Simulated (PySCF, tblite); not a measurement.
# C₂H₁₂O₃Si₃: geometry, infrared bands and NMR shifts

Aim: predict the infrared bands and NMR shifts of C₂H₁₂O₃Si₃ (`CCO[Si@H](O)[SiH2][SiH2]O`).

The runs use tblite 0.8.0 and PySCF 2.14.0, with density-fitted response routines of our own; the level of theory stands in each step. All values are computed, except where a source is named. Atoms count from 0, in the outputs and in this text.

### 1 Starting geometry

20 atoms, charge 0, multiplicity 1; geometry from: force field or distance geometry start.

Bonds of the start (Å): C0–C1 1.51, C1–O2 1.41, O2–Si3 1.69, Si3–O4 1.72, Si3–Si5 2.23, Si5–Si6 2.25, Si6–O7 1.73, C0–H8 1.13, C0–H9 1.10, C0–H10 1.11, C1–H11 1.11, C1–H12 1.09, Si3–H13 1.48, O4–H14 1.00, Si5–H15 1.47, Si5–H16 1.46, Si6–H17 1.46, Si6–H18 1.49, O7–H19 0.99.

### 2 Optimising the geometry with GFN2-xTB

The job: settings as JSON, then the geometry in Å.

```
{"job": {"kind": "relax", "xc": "GFN2-xTB", "basis": "xTB"}, "charge": 0, "multiplicity": 1}
C     -3.513200     0.319100    -0.255200
C     -2.149600    -0.288500    -0.491500
O     -1.514000    -0.259000     0.767000
Si     0.049200    -0.902200     0.702400
O      0.842600    -0.522000     2.175300
Si     1.102400     0.058600    -1.013800
Si     3.303100    -0.001500    -0.525700
O      3.774300     1.597200    -0.059100
H     -3.865300    -0.094200     0.734200
H     -3.392600     1.411300    -0.162400
H     -4.220700     0.057400    -1.068800
H     -1.543900     0.337300    -1.186400
H     -2.276100    -1.299800    -0.870300
H      0.061800    -2.370200     0.536900
H      1.251700     0.390500     2.150800
H      0.872400    -0.681200    -2.257900
H      0.679900     1.446100    -1.138000
H      4.083800    -0.503200    -1.650200
H      3.461900    -0.861000     0.679000
H      2.987200     2.176100     0.111100
```

Started as:

```bash
$ OMP_NUM_THREADS=1 python probes_run.py task.json out
```

This one command runs all jobs of the session in turn.

**Question.** This job is followed by: GFN2-xTB harmonic vibrations, gas phase; GIAO PBE0/pcSseg-1 NMR shielding, non-relativistic, gas phase. Predict these results of the whole session: strongest single infrared mode (GFN2-xTB); zero-point energy (GFN2-xTB); ¹³C shifts against TMS (PBE0/pcSseg-1); ¹H shifts against TMS (PBE0/pcSseg-1, means over atoms taken as alike); ¹⁷O shifts against H2O (PBE0/pcSseg-1); ²⁹Si shifts against TMS (PBE0/pcSseg-1).

As calculated:

| quantity | value |
| --- | --- |
| strongest single infrared mode (GFN2-xTB) | 612 cm⁻¹, 767 km/mol |
| zero-point energy (GFN2-xTB) | 86.8 kcal/mol |
| ¹³C shifts against TMS (PBE0/pcSseg-1) | 59.0, 20.3 ppm |
| ¹H shifts against TMS (PBE0/pcSseg-1, means over atoms taken as alike) | 5.83, 5.67, 5.48, 3.94, 3.92, 3.25, 3.23, 3.07, 2.00, 1.38 ppm |
| ¹⁷O shifts against H2O (PBE0/pcSseg-1) | 66.3, 52.5, 7.9 ppm |
| ²⁹Si shifts against TMS (PBE0/pcSseg-1) | 2.3, -28.8, -141.3 ppm |

In words: Relaxing lowered the energy by 1.254 eV in 266 steps; the close pair that moved most is Si6–O7, from 1.731 to 1.628 Å. No mode is imaginary among the 54: a minimum at this level. The strongest single mode, at 612 cm⁻¹, is carried by H15, H16, H13, Si5. GFN2-xTB is a fitted tight-binding method: band positions and strengths are rough. Its intensities can rank the bands wrongly. C1 (sp3 CH2 bonded to O) lies farthest downfield among carbon, at 59.0 ppm; deshielded by the electronegative neighbour. At PBE0/pcSseg-1: The largest span, 138 ppm, is at Si6, where the paramagnetic term is -501 ppm.
